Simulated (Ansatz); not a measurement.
# GeMo2: the cost of one run

Program: Ansatz 0.2.0. Level of theory: DFT PBE, scalar-relativistic, plane waves, PAW. These are calculated values, not measurements.

### Step 1. The structure to begin with

The structure is tetragonal, space group P4/mmm (No. 123). The conventional cell has a = 3.117 Å, b = 3.117 Å, c = 17.000 Å, α = 90.00°, β = 90.00°, γ = 90.00°. Ge (site symmetry 4/mmm) has 8 Mo at 2.65 Å as nearest neighbours. Around Mo (site symmetry 4mm) lie 4 Ge at 2.65 Å and 1 Mo at 2.95 Å.

Structure file:

```cif
data_structure
_symmetry_space_group_name_H-M 'P4/mmm'
_symmetry_Int_Tables_number 123
_cell_length_a 3.1174
_cell_length_b 3.1174
_cell_length_c 17.0000
_cell_angle_alpha 90.000
_cell_angle_beta 90.000
_cell_angle_gamma 90.000
_cell_volume 165.21
loop_
_atom_site_label
_atom_site_type_symbol
_atom_site_symmetry_multiplicity
_atom_site_Wyckoff_symbol
_atom_site_fract_x
_atom_site_fract_y
_atom_site_fract_z
_atom_site_occupancy
Ge1 Ge 1 d 0.50000 0.50000 0.50000 1
Mo1 Mo 2 g 0.00000 0.00000 0.58680 1
```

A structure generator made this guess: random sheet by layer group and Wyckoff sites. Its size is a rough estimate.

It is a sheet, periodic along a and b, with vacuum along c; volumes and pressures of the box carry no meaning, and space groups named for it are those of the box.

### Step 2. The guess as it stands, on a coarse mesh

Input file input.yaml:

```yaml
crystal:
  lattice:
    - [3.117399, 0.0, 0.0]
    - [0.0, 3.117399, 0.0]
    - [0.0, 0.0, 17.0]
  atoms:
    - { symbol: Ge, position: [0.5, 0.5, 0.5] }
    - { symbol: Mo, position: [0.0, 0.0, 0.58679759] }
    - { symbol: Mo, position: [0.0, 0.0, 0.41320241] }
  periodic: [true, true, false]
basis:
  ecutwfc: 420
kpoints:
  mp_grid: { grid: [6, 6, 1] }
hamiltonian:
  xc: pbe
scf:
  occupations: { method: gaussian, width: 0.1 }
  lower_state_search: "off"
output:
  forces: true
  stress: true
  eigenvalues: true
```

Run with:

```sh
$ ansatz run input.yaml --threads 1 --pin off --max-ram 2048MiB --backend cpu --events-out ev --progress --plain --runs-dir out
```

Q: Estimate wall time and peak memory on 1 thread of Intel Xeon 6975P-C (Granite Rapids), shared host.

About 3 s, with a peak of 0.5 GiB.
